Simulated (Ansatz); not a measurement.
# CH7GaN2O, SMILES [NH3+][GaH2-][NH]C=O: a ladder of methods at one geometry

Computed with Ansatz's Python interface.

The script, `methods_ch7gan2o.py`:
```python
"""CH7GaN2O at several levels of theory."""

from pathlib import Path

import ansatz as az
from ase import Atoms
import numpy as np

atoms = Atoms(["N", "Ga", "N", "C", "O", "H", "H", "H", "H", "H", "H", "H"], positions=[
    [-1.6487, -0.4254, 0.5151],
    [-0.5449, 0.8042, -0.4449],
    [1.1678, 0.0032, -0.7704],
    [2.0309, -0.4331, 0.2799],
    [1.6946, -0.3031, 1.4865],
    [-1.4219, -0.3844, 1.5337],
    [-1.4834, -1.3963, 0.1677],
    [-2.6547, -0.1803, 0.379],
    [-1.2428, 1.1677, -1.8494],
    [-0.3521, 2.1439, 0.4268],
    [1.4698, -0.1154, -1.7624],
    [2.9856, -0.8809, 0.0383],
])
system = az.Crystal.molecule_from_ase(atoms)

base = system.calculation().basis(gaussian="def2-SVP")

print("functional    E (Ha)        dipole (D)   HOMO (eV)  LUMO (eV)")
for name in ["r2scan0", "hse06", "lc_wpbe", "pbe", "lda"]:
    rep = base.functional(name).forces().orbitals().run(threads=1, runs_dir="runs").report
    lines = Path(rep["orbitals_path"]).read_text().splitlines()
    field_of = lambda key: [line.split("=")[1].strip() for line in lines if line.startswith(key)]
    orbitals = [(27.211386 * float(e), s, float(n)) for e, s, n in zip(field_of("Ene="), field_of("Spin="), field_of("Occup="))]
    homo = max(e for e, _, n in orbitals if n > 0.5)
    lumo = min(e for e, _, n in orbitals if n < 0.5)
    dipole = 4.803205 * np.linalg.norm(rep["charge_distribution"]["dipole_moment_e_ang"])
    print(f"{name:10s} {rep['free_energy_ev'] / 27.211386246:14.6f} {dipole:9.3f} {homo:11.3f} {lumo:10.3f}")
```

```console
$ python methods_ch7gan2o.py
functional    E (Ha)        dipole (D)   HOMO (eV)  LUMO (eV)
r2scan0      -2151.318022     5.981      -6.764      0.244
hse06        -2150.988664     5.924      -6.143     -0.524
lc_wpbe      -2151.129591     5.985      -9.215      2.146
pbe          -2150.951711     5.824      -5.078     -1.053
lda          -2146.658312     5.814      -5.206     -1.161
```

Caveats:
- Total energies depend on the basis set; only differences at equal settings carry meaning.
- The geometry is a force-field or estimated start, not a minimum of this method, and the basis set is short of its limit. A lower total doesn't mark the better method: functionals have no common bound, and MP2 and coupled cluster aren't variational.
- Levels such as HOMO and LUMO are orbital energies: with these approximate functionals they aren't the ionisation energy and electron affinity, and their gap isn't the fundamental gap.
- hse06 follows the composition of plane-wave codes, whose totals differ by tens of mHa, up to about 0.1 Ha, from the form usual in Gaussian-basis programs (wpbeh).
- Timing: 32 s on 1 thread of Arm Neoverse V2, on a shared host, peak memory 0.39 GiB.

(Lines on the test bed's own set-up are left out of the output.)
